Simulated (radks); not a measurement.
**Ionisation of Tl: one atom, several choices of relativity**

One table from this session's results is given with a row withheld; the runs are named, their logs left out.

Program: radks (a radial shooting solver on a logarithmic mesh, Libxc functionals) version 1. Level of theory: Kohn-Sham, PBE, spin-unpolarised, spherical densities. These are calculated values, not measurements, unless marked.

## Starting point

| Quantity | Value |
| --- | --- |
| element | thallium (Z = 81) |
| charge | 0 |
| electrons | 81 |
| configuration | [Hg] 6p1 |
| ion | Tl⁺, [Hg] |
| choices | non-relativistic; scalar-relativistic; Dirac, 2j+1 shares; Dirac, low j first; scalar-relativistic, finite nucleus; Dirac, 2j+1 shares, finite nucleus; Dirac, c × 10; Dirac, c × 0.75; Dirac, c × 1.25 |

Set-up of the first run:

Input:

```text
Z 81
configuration [Hg] 6p1 7s0 5f0
relativity non-relativistic
functional pbe,pbe
spin unpolarised
nucleus point
```

Among the steps run: non-relativistic: Tl.

One of the session's tables, all rows but one given; the rest of the session is left out.

It belongs to the step «non-relativistic: Tl». From the orbitals of this run (lengths in bohr):

```
level     <r>  outermost maximum (interpolated)  90 % within  nodes
   4p       ?                                 ?            ?      ?
   4d  0.4424                             0.399        0.657      1
   4f  0.4573                             0.353        0.725      0
   5s  0.9745                             0.895         1.39      4
   5p   1.051                             0.944         1.52      3
   5d   1.358                              1.11         2.07      2
   6s   2.831                              2.36         4.21      5
   6p   3.878                              3.02         6.02      4
```

**Question.** Estimate the row for 4p.

As computed: <r>: 0.4369; outermost maximum (interpolated): 0.407; 90 % within: 0.631; nodes: 2. In the column «<r>» it is the lowest.

Caveats from the session: Spin polarisation and multiplet splitting of open shells are left out at every level.
